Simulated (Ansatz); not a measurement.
**C2H7BrSi: a ladder of functionals and wavefunction methods**

An exercise on one series of results from a longer session: the logs are not shown, and one member is left open.

The runs use Ansatz 0.2.0, Gaussian basis; functionals in def2-TZVPP, the program's frozen cores in correlated methods.

Levels to be run: LDA (SPW92), PBE-D4, revPBE-D4, BLYP-D4, r2SCAN-D4, B97M-V, PBE0-D4, B3LYP-D4, r2SCANh-D4, r2SCAN0-D4, HSE06-D4, BHLYP-D4, CAM-B3LYP-D4, LC-ωPBE, ωB97X-V, ωB97M-V, B2PLYP, PBE-QIDH; CCSD(T)/def2-SVP; CCSD(T)/def2-TZVPP; MP2/def2-QZVPP; extrapolation to the limit; RPA on PBE.

**Structure used throughout**

An earlier PBE0-D4 in a triple-zeta def2 set relaxation fixed the geometry.

11 atoms, charge 0, spin multiplicity 1.

Atoms are counted from 1 here; the program's logs count them from 0.

Bond lengths: C1–C2 1.527 Å, C1–H5 1.092 Å, C1–H6 1.093 Å, C1–H7 1.093 Å, C2–Si3 1.865 Å, C2–H8 1.095 Å, C2–H9 1.095 Å, Si3–Br4 2.229 Å, Si3–H10 1.484 Å, Si3–H11 1.484 Å. Angles: C2–C1–H5 111.2°, C2–C1–H6 111.6°, C2–C1–H7 111.6°, H5–C1–H6 107.4°, H5–C1–H7 107.4°, H6–C1–H7 107.5°, C1–C2–Si3 112.2°, C1–C2–H8 110.9°, C1–C2–H9 110.9°, Si3–C2–H8 108.1°, Si3–C2–H9 108.1°, H8–C2–H9 106.3°, C2–Si3–Br4 110.1°, C2–Si3–H10 111.4°, C2–Si3–H11 111.4°, Br4–Si3–H10 107.3°, Br4–Si3–H11 107.3°, H10–Si3–H11 109.3°.

The first run:

Contents of in.yaml:

```yaml
crystal:
  periodic: [false, false, false]
  atoms:
    - {symbol: C, position_ang: [0.066668, 1.467167, 0.047194]}
    - {symbol: C, position_ang: [-0.669426, 0.129251, 0.081715]}
    - {symbol: Si, position_ang: [0.491251, -1.319674, -0.098539]}
    - {symbol: Br, position_ang: [-0.653812, -3.231026, -0.039876]}
    - {symbol: H, position_ang: [-0.628365, 2.303197, 0.154241]}
    - {symbol: H, position_ang: [0.603105, 1.606969, -0.894890]}
    - {symbol: H, position_ang: [0.798073, 1.544909, 0.855799]}
    - {symbol: H, position_ang: [-1.219414, 0.010300, 1.020535]}
    - {symbol: H, position_ang: [-1.412870, 0.071846, -0.719541]}
    - {symbol: H, position_ang: [1.211912, -1.277022, -1.395570]}
    - {symbol: H, position_ang: [1.478278, -1.362818, 1.009332]}
basis:
  gaussian: {orbitals: def2-TZVPP}
hamiltonian: {xc: lda}
output: {orbitals: {seedname: orbitals}}
```

Command:

```bash
ansatz run in.yaml --threads 4 --pin off --events-out ev --progress --plain --max-ram 10444MiB
```

Steps of the session up to this table: LDA; PBE-D4 (GGA); revPBE-D4 (GGA); BLYP-D4 (GGA); r2SCAN-D4 (meta-GGA); B97M-V (meta-GGA); PBE0-D4 (hybrid); B3LYP-D4 (hybrid); r2SCANh-D4 (hybrid); r2SCAN0-D4 (hybrid); HSE06-D4 (hybrid); BHLYP-D4 (hybrid); CAM-B3LYP-D4 (range-separated); LC-ωPBE (range-separated); ωB97X-V (range-separated); ωB97M-V (range-separated); B2PLYP (double hybrid); PBE-QIDH (double hybrid).

One of the session's tables, all rows but one given; the rest of the session is left out.

It belongs to the step «Orbital energies across the functionals». 

```
  functional  HOMO (eV)  gap (eV)
 LDA (SPW92)      -7.00      5.90
      PBE-D4      -6.88      6.05
   revPBE-D4      -6.83      6.12
     BLYP-D4      -6.73      6.03
   r2SCAN-D4      -7.19      6.75
      B97M-V      -7.31      6.74
     PBE0-D4      -8.14      8.19
    B3LYP-D4      -7.90      7.73
  r2SCANh-D4      -7.65      7.51
  r2SCAN0-D4      -8.34      8.63
    HSE06-D4      -7.74      7.42
    BHLYP-D4      -9.27     10.22
CAM-B3LYP-D4      -9.46     10.52
     LC-ωPBE     -10.83     13.08
     ωB97X-V     -10.48     12.58
     ωB97M-V          ?         ?
```

**Question.** Estimate the row for ωB97M-V.

**Answer.** HOMO (eV): -10.34; gap (eV): 12.15. In the column «HOMO (eV)» it lies between ωB97X-V (-10.48) and CAM-B3LYP-D4 (-9.46).
